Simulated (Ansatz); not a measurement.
This script makes an atomisation energy of HKO, SMILES [OH][K] with Ansatz 0.2.0 through its Python package.

Script `tae_hko.py`:
```python
"""Energy to split HKO into its atoms."""

from collections import Counter

import ansatz as az


def total_energy(molecule, charge=0, unpaired=0):
    calc = molecule.calculation().basis(gaussian="def2-SVPD").functional("b3lyp", dispersion="d4")
    if charge:
        calc = calc.charge(charge)
    if unpaired:
        calc = calc.spin("collinear", total=unpaired)
    report = calc.run().report
    if report["published_state_doubts"]:
        print("  doubts:", report["published_state_doubts"])
    return report["free_energy_ev"]

geometry_ang = [
    ("O", (-0.5234, -0.4515, -0.3438)),
    ("K", (1.476, -0.1261, 0.7969)),
    ("H", (-0.9636, 0.5128, -0.4663)),
]
geometry = az.Crystal.molecule()
for symbol, xyz in geometry_ang:
    geometry = geometry.atom(symbol, xyz)

# unpaired electrons of the ground-state atoms
unpaired = {"O": 2, "K": 1, "H": 1}
counts = Counter(site.symbol for site in geometry.cartesian_sites)
atom_energy = {s: total_energy(az.Crystal.molecule().atom(s, (0, 0, 0)), 0, unpaired[s]) for s in counts}
whole = total_energy(geometry, 0, 0)
for s, e in atom_energy.items():
    print(f"{s:2s} x{counts[s]}  {e:14.5f} eV")
print(f"HKO: {whole:.5f} eV")
split = sum(counts[s] * e for s, e in atom_energy.items()) - whole
print(f"atomisation energy (no zero-point term): {23.060548 * split:.1f} kcal/mol, {split / sum(counts.values()):.3f} eV an atom")
```

What does it cost to take this molecule apart into atoms?

177.9 kcal/mol from the electronic energies, without the zero-point term.

The run itself:

Output of `python tae_hko.py`:
```text
O  x1     -2041.10532 eV
K  x1    -16322.68183 eV
H  x1       -13.63995 eV
HKO: -18385.13975 eV
atomisation energy (no zero-point term): 177.9 kcal/mol, 2.571 eV an atom
```

Reading the output:
- Total energies depend on the basis set; only differences at equal settings carry meaning.
- The geometry is a force-field or estimated start, not a minimum of this method, and the basis set is short of its limit. All parts are taken at fixed geometry, without zero-point energy.
- b3lyp holds the VWN-RPA fit, as in Gaussian; the form of ORCA and Turbomole is b3lyp5.
- Finished in 2.9 s on 1 thread of Intel(R) Xeon(R) Processor @ 2.30GHz (shared host), peak memory 0.21 GiB.
